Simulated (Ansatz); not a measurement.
# Na2ClF: a single-point run

The task is a single-point run on Na2ClF. The structure is shown as the input types it. The cell is built on a prototype (ordering on rocksalt) and needn't be the phase found in nature.

Method: density functional or hybrid calculation with the settings of its input, plane waves (as first typed), in Ansatz 0.2.0.

3 further runs of the same task are left out: 1 for a known fault of the program, 2 that didn't finish.

### 1 The structure to begin with

The structure is trigonal, space group R-3m (No. 166). The conventional cell has a = 3.621 Å, b = 3.621 Å, c = 17.762 Å, α = 90.00°, β = 90.00°, γ = 120.00°. F (site symmetry -3m) has 6 Na at 2.43 Å as nearest neighbours. Cl (site symmetry -3m) has 6 Na at 2.71 Å as nearest neighbours. Na (site symmetry 3m) has 3 F at 2.43 Å and 3 Cl at 2.71 Å as nearest neighbours.

As a file:

```
CELL_PARAMETERS angstrom
1.81069 1.04540 5.92066
-1.81069 1.04540 5.92066
0.00000 -2.09080 5.92066
ATOMIC_POSITIONS crystal
F 0.00000 0.00000 0.00000
Cl 0.50000 0.50000 0.50000
Na 0.26344 0.26344 0.26344
Na 0.73656 0.73656 0.73656
```

### 2 The calculation

The input, input.yaml:

```yaml
crystal:
  lattice:
    - [1.8106869146, 1.0454005775, 5.9206591818]
    - [-1.8106869146, 1.0454005775, 5.9206591818]
    - [0.0, -2.0908011551, 5.9206591818]
  atoms:
    - { symbol: F, position: [1.0, 0.0, 0.0] }
    - { symbol: Cl, position: [0.5, 0.5, 0.5] }
    - { symbol: Na, position: [0.2634375877, 0.2634375877, 0.2634375877] }
    - { symbol: Na, position: [0.7365624123, 0.7365624123, 0.7365624123] }
kpoints:
  mp_grid: { grid: [6, 6, 6] }
hamiltonian:
  xc: pbe
scf:
  occupations: { method: cold, width: 4 }
  n_extra_bands: 5
output:
  forces: true
  stress: true
  eigenvalues: true
```

Launch:

```
> ansatz run input.yaml --threads 4 --pin off --max-ram 3686MiB --backend cpu --events-out ev --progress --plain --runs-dir out
```

**Question.** How will this run end, and is anything wrong with its input?

The program finished normally. That alone doesn't make the input a sound one.

Look at the input: scf.occupations.method is cold; scf.occupations.width is 4. A smearing of this width stands for electrons at many thousands of kelvin; it empties bonding states and fills antibonding ones.

Run again and compare: delete scf.occupations.width (the default then holds) and set scf.occupations.method to fixed.
